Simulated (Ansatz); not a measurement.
**LaHg2: energy and pressure over a range of volumes**

One table from this session's results is given with a row withheld; the runs are named, their logs left out.

Method: DFT LDA, scalar-relativistic, in Ansatz 0.2.0.

**The starting structure**

Symmetry: P6/mmm, No. 191, hexagonal system. The conventional cell has a = 4.958 Å, b = 4.958 Å, c = 3.640 Å, α = 90.00°, β = 90.00°, γ = 120.00°. La (site symmetry 6/mmm) has 12 Hg at 3.39 Å and 2 La at 3.64 Å in its first shell of neighbours. Hg (site symmetry -6m2) is surrounded by 3 Hg at 2.86 Å and 6 La at 3.39 Å.

Structure file:

```cif
data_structure
_symmetry_space_group_name_H-M 'P 1'
_symmetry_Int_Tables_number 1
_cell_length_a 4.9580
_cell_length_b 4.9580
_cell_length_c 3.6400
_cell_angle_alpha 90.000
_cell_angle_beta 90.000
_cell_angle_gamma 120.000
_cell_volume 77.49
loop_
_atom_site_label
_atom_site_type_symbol
_atom_site_fract_x
_atom_site_fract_y
_atom_site_fract_z
_atom_site_occupancy
La1 La 0.00000 0.00000 0.00000 1
Hg1 Hg 0.33333 0.66667 0.50000 1
Hg2 Hg 0.66667 0.33333 0.50000 1
```

Atoms are numbered in the order of the input: La1, Hg2, Hg3.

The first run:

Input file input.yaml:

```yaml
crystal:
  lattice:
    - [4.8909900976, 0.0, 0.0]
    - [-2.4454950489, 4.2357216743, 0.0]
    - [0.0, 0.0, 3.5908047802]
  atoms:
    - { symbol: La, position: [0.0, 0.0, 0.0] }
    - { symbol: Hg, position: [0.3333333333, 0.6666666667, 0.5] }
    - { symbol: Hg, position: [0.6666666667, 0.3333333333, 0.5] }
kpoints:
  mp_grid: { grid: [8, 8, 9] }
  band_path:
    path:
      - [0.0, 0.0, 0.0]
      - [0.5, 0.0, 0.0]
      - [0.3333333333, 0.3333333333, 0.0]
      - [0.0, 0.0, 0.0]
      - [0.0, 0.0, 0.5]
      - [0.5, 0.0, 0.5]
      - [0.3333333333, 0.3333333333, 0.5]
      - [0.0, 0.0, 0.5]
      - [0.5, 0.0, 0.5]
    npoints: 5
scf:
  occupations: { method: fermi_dirac, width: 0.08 }
hamiltonian:
  xc: lda
  pseudopotentials: { kind: all_electron, lapw: { basis_error: 0.001 } }
output:
  forces: true
  stress: true
  eigenvalues: true
```

Started as:

```bash
$ ansatz run input.yaml --threads 1 --pin off --max-ram 4096MiB --backend cpu --events-out ev --progress --plain --runs-dir out
```

Steps of the session up to this table: Volume × 0.96, LAPW; Volume × 0.96, PAW; Volume × 0.96, crystal datasets; Volume × 0.99, LAPW; Volume × 0.99, PAW; Volume × 0.99, crystal datasets; Volume × 1.02, LAPW; Volume × 1.02, PAW; Volume × 1.02, crystal datasets; Volume × 1.06, LAPW; Volume × 1.06, PAW; Volume × 1.06, crystal datasets.

One of the session's tables, all rows but one given; the rest of the session is left out.

```
          method  volume (Å³/atom)  pressure (GPa)
            LAPW            24.797           -0.21
            LAPW            25.572           -2.37
            LAPW            26.347           -4.14
            LAPW            27.380           -6.02
             PAW            24.797           -0.23
             PAW            25.572               ?
             PAW            26.347           -4.16
             PAW            27.380           -6.03
crystal datasets            24.797           -0.21
crystal datasets            25.572           -2.36
crystal datasets            26.347           -4.14
crystal datasets            27.380           -6.02
```

Estimate the missing values for PAW, 25.572.

As computed: pressure (GPa): -2.38. In the column «pressure (GPa)» it lies between crystal datasets, 26.347 (-4.14) and LAPW, 25.572 (-2.37).

Caveats from the session: Warnings in the runs' records: gradients without spin orbit, crystal datasets made.
